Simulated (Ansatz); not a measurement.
**ZrMoS3: what a guessed cell relaxes into**

The task: take a trial cell of ZrMoS3 to zero force and stress.

Method: DFT PBE, scalar-relativistic, plane waves, PAW, in Ansatz 0.2.0.

## (1) The system as given

Symmetry: Pm-3m, No. 221, cubic system. Conventional cell: a = 4.903 Å, b = 4.903 Å, c = 4.903 Å, α = 90.00°, β = 90.00°, γ = 90.00°. Zr (site symmetry m-3m) is surrounded by 6 S at 2.45 Å. Around Mo (site symmetry m-3m) lie 12 S at 3.47 Å. Around S (site symmetry 4/mmm) lie 2 Zr at 2.45 Å and 4 Mo at 3.47 Å.

As a file:

```xyz
5
Lattice="4.9027 0.0000 0.0000 0.0000 4.9027 0.0000 0.0000 0.0000 4.9027" Properties=species:S:1:pos:R:3 pbc="T T T"
Zr    2.4513    2.4513    2.4513
Mo    0.0000    0.0000    0.0000
S     0.0000    2.4513    2.4513
S     2.4513    0.0000    2.4513
S     2.4513    2.4513    0.0000
```

The cell is invented: random cell by space group and Wyckoff sites (Pm-3m, No. 221). The dimensions are guesses.

## (2) Probe: one point on a coarse mesh

Input file input.yaml:

```yaml
crystal:
  lattice:
    - [4.90267395, 0.0, 0.0]
    - [0.0, 4.90267395, 0.0]
    - [0.0, 0.0, 4.90267395]
  atoms:
    - { symbol: Zr, position: [0.5, 0.5, 0.5] }
    - { symbol: Mo, position: [0.0, 0.0, 0.0], spin: 1.0 }
    - { symbol: S, position: [0.0, 0.5, 0.5] }
    - { symbol: S, position: [0.5, 0.0, 0.5] }
    - { symbol: S, position: [0.5, 0.5, 0.0] }
basis:
  ecutwfc: 420
kpoints:
  mp_grid: { grid: [4, 4, 4] }
hamiltonian:
  xc: pbe
scf:
  occupations: { method: gaussian, width: 0.1 }
  lower_state_search: "off"
output:
  forces: true
  stress: true
  eigenvalues: true
  populations: true
magnetization:
  spin_polarized: true
```

On the command line:

```bash
$ ansatz run input.yaml --threads 1 --pin off --max-ram 2560MiB --backend cpu --events-out ev --progress --plain --runs-dir out
```

Output (excerpt; [...] marks lines left out):

```text
Warning: RAYON_NUM_THREADS=1 ignored (pool sized by the plan → 1); use --threads N
[...]
Pseudopotentials: kind: paw
Pseudopotential: Zr, paw, valence charge 12, recommended cutoff 420 eV (normal), Zr.paw.azcp
Pseudopotential: Mo, paw, valence charge 14, recommended cutoff 420 eV (normal), Mo.paw.azcp
Pseudopotential: S, paw, valence charge 6, recommended cutoff 420 eV (normal), S.paw.azcp
Functional definition: PBE
[...]
Crystal: 5 atoms, lattice volume = 117.842 Å³
Basis set: ecut = 420 eV, 2325 PW (Γ), exchange–correlation on 72×72×72 points (8 copies of the dense FFT grid, shifted against one another)
Bands: 28, of which v1, the nominal top of the filled ones, is band 22 counted from 1 (21 counted from 0)
Symmetry: 48 space group operations
Space group: Pm-3m (ITA 221), of the structure as read, at distance tolerance 4.9e-5 Å
Magnetic group: BNS 221.92 (UNI 1594), of the structure as read, at distance tolerance 4.9e-5 Å
k-points: 10 of 64
[...]
Starting moments: Σ|m| = 1 μB on 1 of 5 sites
[...]
SCF iter   1: F=—  HF=-11860.211385 eV  |F-HF|=—  |Δ(HF+E_count)|=         —  Δρ=1.05e-1 (↑1.05e-1 ↓7.36e-2)  dr2=1.45e2  dr2_m=4.31e-1  M=0.071 μB ∫|m|=0.088 μB  β_m=0.30  ethr=3.10e-3  ⟨swp⟩=5.5  Hψ=2123  notcnv=0
[...]
spin=Collinear: Resta preconditioning applied to the charge; magnetization (m = ρ↑ − ρ↓) channel mixes plain (no charge-response kernel on spin).
[...]
SCF converged after 13 iterations
Magnetization: 4.0002 μB (24.0001 up, 19.9999 down)
Absolute magnetization: 4.8097 μB (∫|ρ↑−ρ↓|, with the PAW one-centre terms)
Spin contamination: 0.3099 ħ² per cell (⟨S²⟩ above its minimum at these occupations)
Per-site moments (μB) at R_I (Å): [(0.04931880293848174, 1.0111765021874999), (3.9027221356558375, 1.43001952334655), (-0.10222534374427188, 1.0111765021874999), (-0.10222534374427186, 1.0111765021874999), (-0.10222534374427157, 1.0111765021874999)]
Free energy (F): -11845.733269 eV
[...]
E sigma→0 (E₀):  -11845.722969 eV
Entropy (-TS):   -0.020598 eV (-4.120 meV/atom)
Fermi energy:    7.841532 eV
[...]
--- Forces (eV/Å), atoms counted from 1 ---
  atom   1  Zr     0.00000000    -0.00000000    -0.00000000
  atom   2  Mo    -0.00000000    -0.00000000    -0.00000000
  atom   3  S      0.00000000     0.00000000     0.00000000
  atom   4  S     -0.00000000    -0.00000000    -0.00000000
  atom   5  S     -0.00000000    -0.00000000     0.00000000
[...]
--- Stress (GPa, compression-positive) ---
        2.031328       0.000000       0.000000
       -0.000000       2.031328      -0.000000
        0.000000      -0.000000       2.031328
  P = ⅓ Tr σ = 2.0313 GPa (20.313 kbar)
--- Band table (eV; the first three rows and the last of 20) ---
[... band rows left out ...]
[...]
--- Löwdin populations: 5 sites ---
  site symbol       q [e]    m [muB]
     0     Zr     11.4126     0.1159
     1     Mo     13.1788     4.3117
     2      S      6.4097    -0.1543
     3      S      6.4097    -0.1543
     4      S      6.4097    -0.1543
  spilling = 0.004077 (of n_electrons = 44.000000)
```

Run time: 8.7 s. Hardware: 1 thread of Arm Neoverse V1, shared host; peak memory 0.41 GiB.

Site by site:

| atom | moment in the atom's sphere (μB) | Löwdin electrons |
| --- | --- | --- |
| Zr1 | 0.05 | 11.41 |
| Mo2 | 3.90 | 13.18 |
| S3 | -0.10 | 6.41 |
| S4 | -0.10 | 6.41 |
| S5 | -0.10 | 6.41 |

The Löwdin counts miss 0.18 of the 44 electrons, which the atomic orbitals do not span, so they are no charges.

The probe gives pressure 2.0 GPa, largest force 0.00 eV/Å, gap on this mesh none (metal). A guess like this is first relaxed loosely on the coarse mesh.

## (3) A loose first relaxation

input.yaml, as its differences from that of step 2:

```diff
@@ -27 +27,6 @@
   spin_polarized: true
+relax:
+  adjacent_minimum: "off"
+  f_tol: 0.04
+  max_steps: 70
+  cell: { stress_tol: 0.4 }
```

On the command line:

```bash
$ ansatz run input.yaml --threads 1 --pin off --max-ram 2560MiB --backend cpu --events-out ev --progress --plain --runs-dir out
```

Output (excerpt; [...] marks lines left out):

```text
Warning: RAYON_NUM_THREADS=1 ignored (pool sized by the plan → 1); use --threads N
[...]
[... 5 set-up lines as earlier in the session ...]
[...]
Crystal: 5 atoms, lattice volume = 117.842 Å³
Basis set: ecut = 420 eV, 2325 PW (Γ), exchange–correlation on 72×72×72 points (8 copies of the dense FFT grid, shifted against one another)
Bands: 28, of which v1, the nominal top of the filled ones, is band 22 counted from 1 (21 counted from 0)
[... 2 set-up lines as earlier in the session ...]
[...]
  F+E_penalty+E_count = -11845.75224243 eV   max|allowed force component| = 1.683e-29 eV/Å   (the final SCF, on the basis selected at the relaxed cell)
  cell:  # Å, volume = 121.5438 Å³
    - [4.953486527438991, 4.49383653690355e-34, -4.49383653690355e-34]
    - [4.49383653690355e-34, 4.953486527438991, -6.419766481290785e-35]
    - [-4.49383653690355e-34, -6.419766481290785e-35, 4.953486527438991]
  atoms:
    - { symbol: Zr, position: [0.5, 0.5, 0.5] }
    - { symbol: Mo, position: [-1.1375776132576328e-35, -4.941097007225149e-36, -1.1866816828946528e-36] }
    - { symbol: S, position: [-2.7825639460978067e-36, 0.5, 0.5] }
    - { symbol: S, position: [0.5, 1.606112277710864e-36, 0.5] }
    - { symbol: S, position: [0.5, 0.5, 2.4552034818510075e-37] }
--- Löwdin populations: 5 sites ---
  site symbol       q [e]    m [muB]
     0     Zr     11.3711     0.1141
     1     Mo     13.1725     4.3438
     2      S      6.4264    -0.1641
     3      S      6.4264    -0.1641
     4      S      6.4264    -0.1641
  spilling = 0.004023 (of n_electrons = 44.000000)
```

Wall time 19 s (1 thread of Arm Neoverse V1, shared host); peak memory 0.42 GiB.

The steps of the relaxation:

| step | E - E(step 1) (eV/cell) | largest force component (eV/Å) | pressure (GPa) | volume (Å³) |
| --- | --- | --- | --- | --- |
| 1 | 0.0000 | 0.0000 | 2.03 | 117.84 |
| 2 | -0.0185 | 0.0000 | -0.33 | 121.54 |
| 3 | -0.0190 | 0.0000 | -0.32 | 121.54 |

Step 1 is the start. Step 3 repeats the geometry before it on a plane-wave basis chosen anew for that cell, so its energy need not be comparable with the rows above.

|  | before | after | change |
| --- | --- | --- | --- |
| a (Å) | 4.903 | 4.953 | +1.0 % |
| b (Å) | 4.903 | 4.953 | +1.0 % |
| c (Å) | 4.903 | 4.953 | +1.0 % |
| volume (Å³/atom) | 23.57 | 24.31 | +3.1 % |
| shortest distance (Å) | 2.451 | 2.477 | +1.0 % |
| space group (0.01 Å) | Pm-3m | Pm-3m | same |

Forces and stress were held to the start's 48 operations: a distortion of lower symmetry was not tested.

Per atom:

| atom | moment in the atom's sphere (μB) | Löwdin electrons |
| --- | --- | --- |
| Zr1 | 0.05 | 11.37 |
| Mo2 | 3.95 | 13.17 |
| S3 | -0.11 | 6.43 |
| S4 | -0.11 | 6.43 |
| S5 | -0.11 | 6.43 |

The Löwdin counts miss 0.18 of the 44 electrons, which the atomic orbitals do not span, so they are no charges.

## (4) Relaxation on the finer mesh

The end of the coarse run is made exact in the group found at a tolerance of 0.06 Å and reduced to its primitive cell.

Input file input.yaml:

```yaml
crystal:
  lattice:
    - [4.9534865274, 0.0, 0.0]
    - [0.0, 4.9534865274, 0.0]
    - [0.0, 0.0, 4.9534865274]
  atoms:
    - { symbol: Zr, position: [0.5, 0.5, 0.5] }
    - { symbol: Mo, position: [0.0, 0.0, 0.0], spin: 4.34 }
    - { symbol: S, position: [0.0, 0.5, 0.5] }
    - { symbol: S, position: [0.5, 0.0, 0.5] }
    - { symbol: S, position: [0.5, 0.5, 0.0] }
basis:
  ecutwfc: 420
kpoints:
  mp_grid: { grid: [8, 8, 8] }
hamiltonian:
  xc: pbe
scf:
  occupations: { method: gaussian, width: 0.1 }
output:
  forces: true
  stress: true
  eigenvalues: true
  populations: true
magnetization:
  spin_polarized: true
relax:
  adjacent_minimum: "off"
  f_tol: 0.01
  max_steps: 80
  cell: { stress_tol: 0.05 }
```

On the command line:

```bash
$ ansatz run input.yaml --threads 1 --pin off --max-ram 2560MiB --backend cpu --events-out ev --progress --plain --runs-dir out
```

Output (excerpt; [...] marks lines left out):

```text
Warning: RAYON_NUM_THREADS=1 ignored (pool sized by the plan → 1); use --threads N
[...]
[... 5 set-up lines as earlier in the session ...]
[...]
Crystal: 5 atoms, lattice volume = 121.544 Å³
Basis set: ecut = 420 eV, 2373 PW (Γ), exchange–correlation on 72×72×72 points (8 copies of the dense FFT grid, shifted against one another)
Bands: 30, of which v1, the nominal top of the filled ones, is band 22 counted from 1 (21 counted from 0)
[... 1 set-up line as earlier in the session ...]
Space group: Pm-3m (ITA 221), of the structure as read, at distance tolerance 5.0e-5 Å
[...]
  cell:  # Å, volume = 120.8577 Å³
    - [4.944147553686594, 8.024708101613483e-35, -1.925929944387236e-34]
    - [8.024708101613483e-35, 4.944147553686594, -2.5679065925163148e-34]
    - [-3.530871564709932e-34, -2.5679065925163148e-34, 4.944147553686594]
  atoms:
    - { symbol: Zr, position: [0.49999999999999994, 0.49999999999999994, 0.49999999999999994] }
    - { symbol: Mo, position: [1.2960096783758338e-36, -9.365694941543061e-38, -1.0732580149199175e-36] }
    - { symbol: S, position: [1.2960096783699367e-36, 0.49999999999999994, 0.49999999999999994] }
    - { symbol: S, position: [0.49999999999999994, -9.365694940216898e-38, 0.49999999999999994] }
    - { symbol: S, position: [0.49999999999999994, 0.49999999999999994, 2.430018146983529e-37] }
--- Löwdin populations: 5 sites ---
  site symbol       q [e]    m [muB]
     0     Zr     11.3887     0.1118
     1     Mo     13.1741     4.3395
     2      S      6.4200    -0.1619
     3      S      6.4200    -0.1619
     4      S      6.4200    -0.1619
  spilling = 0.004026 (of n_electrons = 44.000000)
```

Run time: 79 s. Hardware: 1 thread of Arm Neoverse V1, shared host; peak memory 0.53 GiB.

Step by step:

```csv
step,E - E(step 1) (eV/cell),largest force component (eV/Å),pressure (GPa),volume (Å³)
1,0.0000,0.0000,-0.41,121.54
2,-0.0009,0.0000,0.08,120.73
3,-0.0010,0.0000,0.00,120.86
4,-0.0009,0.0000,0.00,120.86
```

Step 1 is the start. Step 4 repeats the geometry before it on a plane-wave basis chosen anew for that cell, so its energy need not be comparable with the rows above.

|  | before | after | change |
| --- | --- | --- | --- |
| a (Å) | 4.953 | 4.944 | -0.2 % |
| b (Å) | 4.953 | 4.944 | -0.2 % |
| c (Å) | 4.953 | 4.944 | -0.2 % |
| volume (Å³/atom) | 24.31 | 24.17 | -0.6 % |
| shortest distance (Å) | 2.477 | 2.472 | -0.2 % |
| space group (0.01 Å) | Pm-3m | Pm-3m | same |

The run keeps the 48 symmetry operations of the start, so it could not have lowered the symmetry.

Site by site:

| atom | moment in the atom's sphere (μB) | Löwdin electrons |
| --- | --- | --- |
| Zr1 | 0.05 | 11.39 |
| Mo2 | 3.94 | 13.17 |
| S3 | -0.11 | 6.42 |
| S4 | -0.11 | 6.42 |
| S5 | -0.11 | 6.42 |

The Löwdin counts miss 0.18 of the 44 electrons, which the atomic orbitals do not span, so they are no charges.

## (5) What came out

```
                              quantity                                                                      value
symmetry at the end (tolerance 0.05 Å)                                                space group Pm-3m (No. 221)
                     conventional cell  a = 4.944 Å, b = 4.944 Å, c = 4.944 Å, α = 90.00°, β = 90.00°, γ = 90.00°
                                volume                                                              24.17 Å³/atom
              energy over the elements                                                              +0.05 eV/atom
                       gap on the mesh                                                               none (metal)
                          total moment                                                               4.00 μB/cell
```

What this shows: The space group Pm-3m (No. 221) is kept, and the volume per atom grows by 2.6 % from the first guess. The formation energy is positive, so the separate elements lie lower. No finished test with a distortion of lower symmetry is shown, so the end may be a saddle point. Other magnetic orders were not searched.
